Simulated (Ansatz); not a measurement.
# NbP in Ansatz: reference runs

Reference runs on NbP: the cell as given.

Everything below comes from runs of Ansatz 0.2.0. Logs are shortened: lines on timing, memory, paths and dates and some standing lists are left out, and cuts for length are marked.

### Step 1. The cell of the first run

The cell holds a slab with vacuum, 8 atoms: a = 3.350 Å, b = 3.350 Å, c = 24.561 Å, α = 90.00°, β = 90.00°, γ = 90.00°.

### Step 2. Single point, PBE (the (0 0 1) slab of NbP, cut from the database cell, not relaxed)

input.yaml reads:

```yaml
crystal:
  lattice:
    - [3.3498465088, 0.0, 0.0]
    - [0.0, 3.3498465088, 0.0]
    - [0.0, 0.0, 24.5614931227]
  atoms:
    - { symbol: Nb, position: [0.5, 0.5, 0.3053560287] }
    - { symbol: P, position: [0.0, 0.0, 0.3440886391] }
    - { symbol: Nb, position: [0.0, 0.5, 0.4222078046] }
    - { symbol: P, position: [0.5, 0.0, 0.4609404196] }
    - { symbol: Nb, position: [0.0, 0.0, 0.5390595804] }
    - { symbol: P, position: [0.5, 0.5, 0.5777921908] }
    - { symbol: Nb, position: [0.5, 0.0, 0.6559113562] }
    - { symbol: P, position: [0.0, 0.5, 0.6946439713] }
hamiltonian:
  xc: pbe
  pseudopotentials: { kind: paw }
kpoints:
  mp_grid: { grid: [8, 8, 1] }
scf:
  occupations: { method: fermi_dirac, width: 0.05 }
output:
  forces: true
  eigenvalues: true
efield:
  axis: 3
  dipole_correction: true
  ramp_width: 0.04
```

Potentials or basis: Ansatz PAW.

Launch:

```
ansatz run input.yaml --threads 4 --pin off --max-ram 11264MiB --backend cpu --events-out ev --progress --plain --runs-dir out
```

Standard output:

```text
Warning: RAYON_NUM_THREADS=4 ignored (pool sized by the plan → 4); use --threads N
Engine: ansatz 0.2.0, aarch64-unknown-linux-gnu
Pseudopotentials: kind: paw
Pseudopotential: Nb, paw, valence charge 13, recommended cutoff 420 eV (normal), Nb.paw.azcp
Pseudopotential: P, paw, valence charge 5, recommended cutoff 420 eV (normal), P.paw.azcp
Functional definition: PBE
  parameter kappa = 0.804
  parameter beta = 0.06672455060314922
  exchange = pbe_x(kappa = kappa, mu = beta*pi^2/3)
  correlation = pbe_c(beta = beta)
Crystal: 8 atoms, lattice volume = 275.616 Å³
Basis set: ecut = 420 eV, 5395 PW (Γ), exchange–correlation on 48×48×360 points (8 copies of the dense FFT grid, shifted against one another)
Bands: 44, of which v1, the nominal top of the filled ones, is band 36 counted from 1 (35 counted from 0)
Symmetry: 4 space group operations
Space group: Pmm2 (ITA 25), of the structure as read, at distance tolerance 6.5e-5 Å
k-points: 25 of 64
Non-local potential: Nb, projectors of the file, l = 0: 3, l = 1: 2, l = 2: 2, l = 3: 1
Non-local potential: P, projectors of the file, l = 0: 2, l = 1: 2, l = 2: 2
PAW form: soft (Blöchl's): semilocal exchange-correlation on the pseudo side does not see the compensation charge
PAW one-centre angular grid: Nb, 590 points (default); XC on 64 Gauss nodes
PAW one-centre angular grid: P, 110 points (default); XC on 64 Gauss nodes
Initial density: superposition of atomic densities (neutral atoms: chi_scale 0, normalization atom), corrected by the library's trained network
Initial wavefunctions: pseudopotential atomic-orbital guess
Functional: x = pbe(κ = 0.804, μ = 0.2195149727645171), c = pbe(β = 0.06672455060314922)
SCF iter   1: F=—  HF=-21236.945548 eV  |F-HF|=—  |Δ(HF+E_count)|=         —  Δρ=5.56e-3  dr2=7.35e-1  ethr=1.77e-3  p=-0.067 e·Å  D=-4.43e-2 V/Å  ΔV_dip=1.09 eV  dr2_dipole=5.23e-1  V_vac-E_F(+/−)=5.16/4.08 eV  ⟨swp⟩=9.3  Hψ=5657  notcnv=0
efield: sawtooth ramp at fractional position 0.9800 (placed from the atoms, in the widest stretch of the axis that holds none; the zero of the levels goes with the place), width 0.0400; the density the first Hamiltonian is built on has a dipole p = -0.067 e·Å; the dipole correction subtracts the counter field D = -4.43e-2 V/Å, which shifts the + side's vacuum level by +1.09 eV against the − side's; the planar-averaged density in the ramp window peaks in size at 2.3e-5 e/Å³
preconditioner: auto → LDOS  [metal: Δε(μ)=0.035 eV  Ē_g=5.923 eV  σ=0.050 eV  W_gap=0.17  n_scr=52 (ndim 8)  ℏωp=14.1 eV  f_vac=0.462  D(μ)=5.02/eV (n_scr^D=14)  β→1.0]
SCF iter   2: F=—  HF=-21236.941586 eV  |F-HF|=—  |Δ(HF+E_count)|=   3.96e-3  Δρ=2.61e-3  dr2=5.22e-2  ethr=1.02e-3  p=-0.084 e·Å  D=-5.49e-2 V/Å  ΔV_dip=1.35 eV  dr2_dipole=2.00e-2  V_vac-E_F(+/−)=5.38/4.03 eV  ⟨swp⟩=2.0  Hψ=1459  notcnv=0  defer=11
SCF iter   3: F=—  HF=-21236.936671 eV  |F-HF|=—  |Δ(HF+E_count)|=   4.91e-3  Δρ=9.15e-4  dr2=5.31e-3  ethr=7.24e-5  p=-0.077 e·Å  D=-5.02e-2 V/Å  ΔV_dip=1.23 eV  dr2_dipole=5.50e-4  V_vac-E_F(+/−)=5.31/4.08 eV  ⟨swp⟩=2.5  Hψ=1782  notcnv=0  defer=13
SCF iter   4: F=—  HF=-21236.936187 eV  |F-HF|=—  |Δ(HF+E_count)|=   4.84e-4  Δρ=2.38e-4  dr2=3.95e-4  ethr=7.38e-6  p=-0.077 e·Å  D=-5.04e-2 V/Å  ΔV_dip=1.24 eV  dr2_dipole=2.53e-7  V_vac-E_F(+/−)=5.33/4.09 eV  ⟨swp⟩=2.6  Hψ=1569  notcnv=0  defer=13
SCF iter   5: F=—  HF=-21236.936224 eV  |F-HF|=—  |Δ(HF+E_count)|=   3.66e-5  Δρ=9.57e-5  dr2=5.84e-5  ethr=5.49e-7  p=-0.076 e·Å  D=-4.97e-2 V/Å  ΔV_dip=1.22 eV  dr2_dipole=1.61e-5  V_vac-E_F(+/−)=5.32/4.10 eV  ⟨swp⟩=2.6  Hψ=1609  notcnv=0  defer=13
SCF iter   6: F=—  HF=-21236.936297 eV  |F-HF|=—  |Δ(HF+E_count)|=   7.30e-5  Δρ=3.93e-5  dr2=1.05e-5  ethr=8.11e-8  p=-0.075 e·Å  D=-4.91e-2 V/Å  ΔV_dip=1.21 eV  dr2_dipole=4.40e-9  V_vac-E_F(+/−)=5.32/4.11 eV  ⟨swp⟩=2.2  Hψ=1461  notcnv=0  defer=13
SCF iter   7: F=—  HF=-21236.936301 eV  |F-HF|=—  |Δ(HF+E_count)|=   4.18e-6  Δρ=1.26e-5  dr2=1.26e-6  ethr=1.46e-8  p=-0.074 e·Å  D=-4.88e-2 V/Å  ΔV_dip=1.20 eV  dr2_dipole=6.78e-8  V_vac-E_F(+/−)=5.32/4.12 eV  ⟨swp⟩=2.3  Hψ=1753  notcnv=0  defer=13
SCF iter   8: F=—  HF=-21236.936301 eV  |F-HF|=—  |Δ(HF+E_count)|=   3.38e-7  Δρ=5.40e-6  dr2=2.59e-7  ethr=1.75e-9  p=-0.074 e·Å  D=-4.87e-2 V/Å  ΔV_dip=1.20 eV  dr2_dipole=2.24e-9  V_vac-E_F(+/−)=5.32/4.13 eV  ⟨swp⟩=2.8  Hψ=2092  notcnv=0  defer=13
SCF iter   9: F=-21236.936301 eV  HF=-21236.936301 eV  |F-HF|=1.88e-8  |Δ(HF+E_count)|=   4.88e-8  Δρ=2.57e-6  dr2=5.51e-8  ethr=1.39e-10  p=-0.074 e·Å  D=-4.87e-2 V/Å  ΔV_dip=1.20 eV  dr2_dipole=3.76e-9  V_vac-E_F(+/−)=5.32/4.13 eV  ⟨swp⟩=10.2  Hψ=4974  notcnv=0
SCF 1 converged in 9 iterations: F = -21236.936301 eV  dr2 = 5.51e-8
SCF converged after 9 iterations
Free energy (F): -21236.936301 eV
Harris-Foulkes:  -21236.936301 eV  (|F-HF|=1.88e-8)
Internal energy: -21236.894883 eV  (E = F + TS)
E sigma→0 (E₀):  -21236.915592 eV
Entropy (-TS):   -0.041419 eV (-5.177 meV/atom)
Fermi energy:    4.491313 eV
Dipole field:    D = -0.048742 V/Å  (p = -0.074242 e·Å, saw-weighted, corrected)
Work function:   Φ+ = 5.3224 eV   Φ− = 4.1252 eV
Levels:          The Fermi level and band energies are counted from a zero that moves with the ramp; work functions are not
--- Per-component energies (eV) ---
  E_band       = -1031.377531
  E_kinetic    = 1858.790206
  E_local      = -53212.721446  (includes V_loc(G=0)·N_el)
  E_nonlocal   = 611.710146
  E_hartree    = 25633.189800
  E_xc         = -949.310075
  E_vxc        = -1096.563886  (∫ρ·V_xc dr)
  E_paw        = -14569.993752  (= ΣΔE_a)
  E_vpaw       = -458.237748  (= ΣTr[D̂ρ^β])
  E_aug_tail   = 0.000044  (compensation charges beyond the density's cutoff)
  E_efield     = 0.001809  (sawtooth field / dipole correction)
  E_vefield    = -0.738303  (∫n·V_field dr)
  E_ewald      = 19391.438385
  E_smearing   = -0.041419  (= −TS)
  E_closure    = 0.000000  (closes the sum)
  Σ components = -21236.936301   (vs F -21236.936301, Δ=0.00e0)
--- Forces (eV/Å), atoms counted from 1 ---
  atom   1  Nb     0.00000000     0.00000000     1.07995651
  atom   2  P      0.00000000     0.00000000    -0.70539930
  atom   3  Nb     0.00000000     0.00000000    -0.36063456
  atom   4  P      0.00000000     0.00000000     0.17872940
  atom   5  Nb     0.00000000     0.00000000    -0.24059170
  atom   6  P      0.00000000     0.00000000     0.07114146
  atom   7  Nb     0.00000000     0.00000000     0.24914374
  atom   8  P      0.00000000     0.00000000    -0.27224928
  max |Σ_I F_I| component: 9.63e-5 eV/Å
--- Band table (eV; the first three rows and the last of 25) ---
  k-point 0: bands = ["-50.6002", "-50.4691", "-50.4062", "-50.3340", "-26.7558", "-26.6953", "-26.5920", "-26.5584", "-26.5221", "-26.4744", "-26.4601", "-26.4434", "-26.3757", "-26.3659", "-26.3429", "-26.2820", "-7.9488", "-7.3198", "-6.5057", "-5.8084", "-1.1096", "0.0652", "1.1218", "1.5487", "1.9658", "2.0177", "2.0926", "2.1863", "2.2959", "2.3768", "2.7519", "2.8864", "3.4695", "3.5071", "4.2233", "4.2347", "4.3835", "5.4246", "5.6274", "5.8581", "6.0678", "6.7027", "7.0278", "7.4021"]
  k-point 1: bands = ["-50.5978", "-50.4666", "-50.4034", "-50.3318", "-26.7506", "-26.6903", "-26.6283", "-26.5548", "-26.5281", "-26.5031", "-26.4989", "-26.4394", "-26.3719", "-26.3627", "-26.3466", "-26.3123", "-7.7477", "-7.1415", "-6.3726", "-5.6979", "-1.0435", "0.0155", "1.1246", "1.3146", "1.4398", "1.7104", "2.0173", "2.0775", "2.4543", "2.6446", "2.7672", "3.0204", "3.2214", "3.5974", "3.6380", "4.3349", "4.4603", "5.1984", "5.2797", "5.7398", "6.1559", "6.2687", "6.9038", "7.4094"]
  k-point 2: bands = ["-50.5920", "-50.4605", "-50.3968", "-50.3265", "-26.7405", "-26.7141", "-26.6801", "-26.6137", "-26.5929", "-26.5460", "-26.4959", "-26.4296", "-26.4003", "-26.3626", "-26.3548", "-26.3387", "-7.1975", "-6.6779", "-6.0412", "-5.4153", "-0.9711", "-0.3084", "0.1074", "0.8121", "1.0829", "1.4658", "1.8405", "1.8891", "2.4540", "2.5712", "2.8313", "3.0059", "3.1449", "3.4936", "3.9227", "4.5772", "4.5872", "4.8671", "4.9620", "5.6704", "5.8559", "6.2055", "6.3875", "7.0365"]
  k-point 24: bands = ["-50.5674", "-50.4357", "-50.3718", "-50.3022", "-26.7925", "-26.7725", "-26.7139", "-26.7027", "-26.6889", "-26.6793", "-26.5854", "-26.5592", "-26.5539", "-26.5178", "-26.4010", "-26.3493", "-5.7064", "-5.6870", "-5.6303", "-4.8387", "-0.5203", "-0.4517", "-0.3962", "-0.2014", "-0.0730", "0.3355", "0.8666", "0.8828", "0.9535", "1.6323", "1.7836", "3.3991", "3.7702", "4.1562", "4.1629", "5.5401", "5.5575", "6.3094", "6.8224", "7.4919", "7.5214", "7.5521", "7.5885", "7.5996"]
```

Run time: 7.5 s. Hardware: 4 threads of Arm Neoverse V1, shared host; peak memory 0.65 GiB.

Results:

```
Free energy                     : -21236.9363 eV
Largest force                   : 1.080 eV/Å
Band gap on the k mesh          : none (metal or under the smearing width)
Work function of the upper face : 5.32 eV
Work function of the lower face : 4.13 eV
Dipole across the slab          : -0.074 e·Å
```

Forces in eV/Å, atoms in the order of the input:
```
Nb   0.000  0.000  1.080
P    0.000  0.000 -0.705
Nb   0.000  0.000 -0.361
P    0.000  0.000  0.179
Nb   0.000  0.000 -0.241
P    0.000  0.000  0.071
Nb   0.000  0.000  0.249
P    0.000  0.000 -0.272
```

Levels at points of the mesh, in eV from the Fermi level:
| k point | band 32 | band 33 | band 34 | band 35 | band 36 | band 37 | band 38 | band 39 | band 40 | band 41 |
| --- | --- | --- | --- | --- | --- | --- | --- | --- | --- | --- |
| (0.00, 0.00, 0.00) | -1.60 | -1.02 | -0.98 | -0.27 | -0.26 | -0.11 | 0.93 | 1.14 | 1.37 | 1.58 |
| (0.00, -0.50, 0.00) | -1.54 | -0.84 | -0.75 | -0.06 | 0.06 | 0.06 | 0.24 | 0.30 | 1.43 | 1.44 |
| (-0.50, 0.00, 0.00) | -1.70 | -1.41 | -0.96 | 0.01 | 0.08 | 0.26 | 0.51 | 0.78 | 1.04 | 1.33 |
| (-0.50, -0.50, 0.00) | -1.09 | -0.72 | -0.34 | -0.33 | 1.05 | 1.07 | 1.82 | 2.33 | 3.00 | 3.03 |
